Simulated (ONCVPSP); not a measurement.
**An ONCV potential for Zn, from input to tests**

Do these settings give a usable potential? It is generated, then checked for transferability, scattering, ghosts and hardness.

Program: ONCVPSP 4.0.1. Reference atom: PBE, scalar-relativistic, spherical and spin-unpolarised. All values are calculated.

## 1. Settings

Typed settings, in words:

```
element                 : zinc (Zn, Z = 30)
type                    : optimised norm-conserving Vanderbilt (ONCV)
frozen core             : [Ne]
valence charge          : 20
reference configuration : 3s2 3p6 3d10 4s2
partial waves           : 3s+4s: rc 1.20 bohr, ncon 4, nbas 8, qcut 10.8 1/bohr, 2 projectors; 3p: rc 1.10 bohr, ncon 4, nbas 7, qcut 12.3 1/bohr, 1 projector; 3d: rc 0.85 bohr, ncon 5, nbas 10, qcut 18 1/bohr, 1 projector
local potential         : polynomial inside 0.65 bohr (lpopt 5, dvloc0 1 Ha)
core correction         : Teter function, fcfact 5.5, rcfact 1.15
```

An earlier all-electron run gives the scale for the radii.

All-electron outer shells of the reference configuration (PBE, scalar-relativistic, ld1.x):

```csv
shell,level (eV),outermost node (bohr),outermost maximum (bohr)
2p,-1004.03,–,0.15
3s,-129.23,0.28,0.59
3p,-83.40,0.25,0.59
3d,-10.14,–,0.57
4s,-5.98,0.85,2.09
4p,-1.12,0.92,3.08
```

## 2. Generating the potential

File Zn.dat:

```
# ATOM AND REFERENCE CONFIGURATION
# atsym  z   nc   nv     iexc    psfile
  Zn 30.00    3    4        4      upf
#
#   n    l    f
    1    0    2.00
    2    0    2.00
    2    1    6.00
    3    0    2.00
    3    1    6.00
    3    2   10.00
    4    0    2.00
#
# PSEUDOPOTENTIAL AND OPTIMIZATION
# lmax
    2
#
#   l,   rc,      ep,       ncon, nbas, qcut
    0    1.20    0.00    4    8   10.80
    1    1.10    0.00    4    7   12.30
    2    0.85    0.00    5   10   18.00
#
# LOCAL POTENTIAL
# lloc, lpopt,  rc(5),   dvloc0
    4    5    0.65    1.00
#
# VANDERBILT-KLEINMAN-BYLANDER PROJECTORs
# l, nproj, debl
    0    2    2.20
    1    1    1.10
    2    1    3.50
#
# MODEL CORE CHARGE
# icmod, fcfact, rcfact
    3    5.50    1.15
#
# LOG DERIVATIVE ANALYSIS
# epsh1, epsh2, depsh
   -6.00    5.00    0.04
#
# OUTPUT GRID
# rlmax, drl
    6.00    0.01
#
# TEST CONFIGURATIONS
# ncnf
    4
# nvcnf
#   n    l    f
    4
    3    0    2.00
    3    1    6.00
    3    2   10.00
    4    0    1.00
#
    4
    3    0    2.00
    3    1    6.00
    3    2   10.00
    4    0    0.00
#
    4
    3    0    2.00
    3    1    6.00
    3    2    9.00
    4    0    0.00
#
    5
    3    0    2.00
    3    1    6.00
    3    2   10.00
    4    0    1.00
    4    1    1.00
#
```

Run with:

```sh
$ oncvpsp.x < Zn.dat > Zn.out
```

**Question.** What will these runs give? Wanted: cutoffs for 1 and 0.1 mHa per electron, occupied waves; bound ghosts; GHOST(+) flags; largest test error; largest phase difference near zero energy, channels read; rms error of d²Exc/dn², without and with the model core.

As calculated:

```
                                                quantity                              value
  cutoffs for 1 and 0.1 mHa per electron, occupied waves                  134 Ha and 150 Ha
                                            bound ghosts                         none found
                                          GHOST(+) flags                        s at 438 eV
                            largest test error (AE − PS)  +17 meV, for 3s2 3p6 3d10 4s1 4p1
largest phase difference near zero energy, channels read                          0.008 rad
 rms error of d²Exc/dn², without and with the model core                  2.36 and 1.59 mHa
```

What this shows: By total energies transferability is good: the largest error is 17 meV on 5.1 eV, for 3s2 3p6 3d10 4s1 4p1. It counts as very hard, with 134 Ha needed at the looser tolerance. At the looser tolerance the 3d wave is the slowest; 3p needs 51 Ha. The program's ghost test flags no bound state. Near zero energy the phases of the channels with partial waves agree within 0.008 rad. The program also flags highly localised states, GHOST(+) (s). All of this concerns the isolated atom, not yet a solid.
